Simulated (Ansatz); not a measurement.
**AlBH6N2: small, medium and large basis sets**

The task here is to estimate one member of a computed series from the others.

The runs use Ansatz 0.2.0, Gaussian basis; one geometry, several basis sets.

Plan: PBE0-D4/def2-SVP; ωB97M-V/def2-SVP; PBE0-D4/def2-QZVPP; ωB97M-V/def2-QZVPP; the functionals' def2-TZVPP values are taken from earlier runs.

### Structure used throughout

All runs share one geometry, relaxed beforehand with PBE0-D4 in a triple-zeta def2 set.

SMILES `[BH2][Al]([NH2])[NH2]`, 10 atoms, charge 0, spin multiplicity 1.

Atoms are counted from 1 here; the program's logs count them from 0.

Bond lengths: B1–Al2 2.129 Å, B1–H5 1.200 Å, B1–H6 1.200 Å, Al2–N3 1.776 Å, Al2–N4 1.776 Å, N3–H7 1.007 Å, N3–H8 1.007 Å, N4–H9 1.007 Å, N4–H10 1.007 Å. Angles: Al2–B1–H5 122.9°, Al2–B1–H6 122.9°, H5–B1–H6 114.2°, B1–Al2–N3 120.8°, B1–Al2–N4 120.8°, N3–Al2–N4 118.3°, Al2–N3–H7 126.5°, Al2–N3–H8 123.6°, H7–N3–H8 109.9°, Al2–N4–H9 123.6°, Al2–N4–H10 126.5°, H9–N4–H10 109.9°.

The first run:

Contents of in.yaml:

```yaml
crystal:
  periodic: [false, false, false]
  atoms:
    - {symbol: B, position_ang: [-1.679499, 0.368911, -1.043379]}
    - {symbol: Al, position_ang: [0.099770, -0.025136, 0.056661]}
    - {symbol: N, position_ang: [0.967370, -1.562583, -0.135644]}
    - {symbol: N, position_ang: [0.754068, 1.175112, 1.190121]}
    - {symbol: H, position_ang: [-1.816294, 0.059164, -2.195044]}
    - {symbol: H, position_ang: [-2.633495, 0.918704, -0.565235]}
    - {symbol: H, position_ang: [1.747051, -1.883530, 0.414920]}
    - {symbol: H, position_ang: [0.732090, -2.251784, -0.830858]}
    - {symbol: H, position_ang: [0.273254, 2.022848, 1.442776]}
    - {symbol: H, position_ang: [1.638785, 1.127292, 1.668683]}
basis:
  gaussian: {orbitals: def2-SVP}
hamiltonian: {xc: pbe0, dispersion: d4}
output: {orbitals: {seedname: orbitals}}
```

Command:

```bash
> ansatz run in.yaml --threads 2 --pin off --events-out ev --progress --plain --max-ram 4352MiB
```

Steps of the session up to this table: PBE0-D4 in def2-SVP; ωB97M-V in def2-SVP; PBE0-D4 in def2-QZVPP; ωB97M-V in def2-QZVPP.

One table of the session follows, with a row left open; its other results are not shown here.

```
functional       basis  HOMO (eV)  LUMO (eV)
   PBE0-D4    def2-SVP      -6.51      -2.10
   PBE0-D4  def2-TZVPP      -6.81      -2.24
   PBE0-D4  def2-QZVPP      -6.88      -2.28
   ωB97M-V    def2-SVP          ?          ?
   ωB97M-V  def2-TZVPP      -9.18      -0.30
   ωB97M-V  def2-QZVPP      -9.25      -0.39
```

Estimate the missing values for ωB97M-V, def2-SVP.

**Answer.** HOMO (eV): -8.85; LUMO (eV): -0.05. In the column «HOMO (eV)» it lies between ωB97M-V, def2-TZVPP (-9.18) and PBE0-D4, def2-QZVPP (-6.88).
